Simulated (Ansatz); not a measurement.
# GeNH₅: functionals against CCSD(T) at one geometry

How do the functionals fare away from a minimum? The structure is a displaced guess of a reacting structure.

The runs use Ansatz 0.2.0, Gaussian basis; single points in def2-TZVPP.

Correlated methods freeze the cores. Filled d shells of the heavier atoms are correlated.

**1. Where the work starts**

7 atoms, charge 0, spin multiplicity 1.

Atoms are counted from 1 here; the program's logs count them from 0.

Bond lengths: Ge1–H2 1.653 Å, Ge1–H4 1.719 Å, Ge1–H5 1.618 Å, N3–H6 0.975 Å, N3–H7 1.018 Å. Angles: H2–Ge1–H4 54.7°, H2–Ge1–H5 77.6°, H4–Ge1–H5 86.8°, H6–N3–H7 108.5°.

Geometry (Å):

```mol
GeH5N
  3D, bonds by distance, orders not assigned

  7  5  0  0  0  0  0  0  0  0999 V2000
   -0.0743   -0.9265    1.1821 Ge  0  0
   -0.3594    0.2187    0.0246 H   0  0
    0.3686   -0.1733   -1.0363 N   0  0
   -1.3839    0.1868    1.1872 H   0  0
    0.8556    0.3033    1.6743 H   0  0
    0.9059    0.6230   -1.2010 H   0  0
   -0.3354   -0.2447   -1.7677 H   0  0
  1  2  8  0
  1  4  8  0
  1  5  8  0
  3  6  8  0
  3  7  8  0
M  END
```

**2. CCSD(T)/def2-TZVPP**

Contents of run/in.yaml:

```yaml
crystal:
  periodic: [false, false, false]
  atoms:
    - {symbol: Ge, position_ang: [-0.074300, -0.926500, 1.182100]}
    - {symbol: H, position_ang: [-0.359400, 0.218700, 0.024600]}
    - {symbol: N, position_ang: [0.368600, -0.173300, -1.036300]}
    - {symbol: H, position_ang: [-1.383900, 0.186800, 1.187200]}
    - {symbol: H, position_ang: [0.855600, 0.303300, 1.674300]}
    - {symbol: H, position_ang: [0.905900, 0.623000, -1.201000]}
    - {symbol: H, position_ang: [-0.335400, -0.244700, -1.767700]}
basis:
  gaussian: {orbitals: def2-TZVPP}
correlation: {method: ccsd_t}
output: {forces: true}
```

The command line of these runs was not kept.

**3. PBE0-D4/def2-TZVPP**

Changes to run/in.yaml since step 2:

```diff
@@ -12,3 +12,3 @@
   gaussian: {orbitals: def2-TZVPP}
-correlation: {method: ccsd_t}
-output: {forces: true}
+hamiltonian: {xc: pbe0, dispersion: d4}
+output: {forces: true, orbitals: {seedname: orbitals}}
```

**4. wB97M-V/def2-TZVPP**

Changes to run/in.yaml since step 3:

```diff
@@ -12,3 +12,3 @@
   gaussian: {orbitals: def2-TZVPP}
-hamiltonian: {xc: pbe0, dispersion: d4}
-output: {forces: true, orbitals: {seedname: orbitals}}
+hamiltonian: {xc: {name: wB97M-V}}
+output: {forces: true}
```

**5. r2SCAN-D4/def2-TZVPP**

Changes to run/in.yaml since step 4:

```diff
@@ -12,3 +12,3 @@
   gaussian: {orbitals: def2-TZVPP}
-hamiltonian: {xc: {name: wB97M-V}}
+hamiltonian: {xc: r2scan, dispersion: d4}
 output: {forces: true}
```

**6. PBE-D4/def2-TZVPP**

Changes to run/in.yaml since step 5:

```diff
@@ -12,3 +12,3 @@
   gaussian: {orbitals: def2-TZVPP}
-hamiltonian: {xc: r2scan, dispersion: d4}
+hamiltonian: {xc: pbe, dispersion: d4}
 output: {forces: true}
```

**7. CAM-B3LYP-D4/def2-TZVPP**

Changes to run/in.yaml since step 6:

```diff
@@ -12,3 +12,3 @@
   gaussian: {orbitals: def2-TZVPP}
-hamiltonian: {xc: pbe, dispersion: d4}
+hamiltonian: {xc: {name: CAM-B3LYP}, dispersion: d4}
 output: {forces: true}
```

**8. BHLYP-D4/def2-TZVPP**

Changes to run/in.yaml since step 7:

```diff
@@ -12,3 +12,3 @@
   gaussian: {orbitals: def2-TZVPP}
-hamiltonian: {xc: {name: CAM-B3LYP}, dispersion: d4}
+hamiltonian: {xc: {name: BHLYP}, dispersion: d4}
 output: {forces: true}
```

(Steps that only read results are left out.)

**Question.** What will these runs give? Wanted: energy less free atoms, CCSD(T)/def2-TZVPP; RMS force component; RMS force error; HOMO and LUMO, PBE0-D4; T1 diagnostic.

**Answer**, as computed:

```
                                  quantity                                                                                                 value
energy less free atoms, CCSD(T)/def2-TZVPP                                                                                        -1674.9 kJ/mol
                       RMS force component                                                                  1.431 to 1.590 eV/Å over the methods
                           RMS force error  PBE0-D4 0.083, wB97M-V 0.069, r2SCAN-D4 0.145, PBE-D4 0.255, CAM-B3LYP-D4 0.088, BHLYP-D4 0.219 eV/Å
                    HOMO and LUMO, PBE0-D4                                                                                    -6.55 and -1.56 eV
                             T1 diagnostic                                                                                                 0.013
```

In words: Against CCSD(T) the functionals' energies less atoms differ by -89.3 to +12.8 kJ/mol, PBE-D4 by -89.3 kJ/mol. CCSD(T) in triple zeta still lacks some correlation energy of the bonds, so part of these gaps is its own basis error and they don't rank the functionals. The forces of wB97M-V come nearest to CCSD(T), those of PBE-D4 are farthest. Frozen-core CCSD(T) forces in triple zeta carry basis errors of their own, and this is one geometry, so small gaps rank nothing.
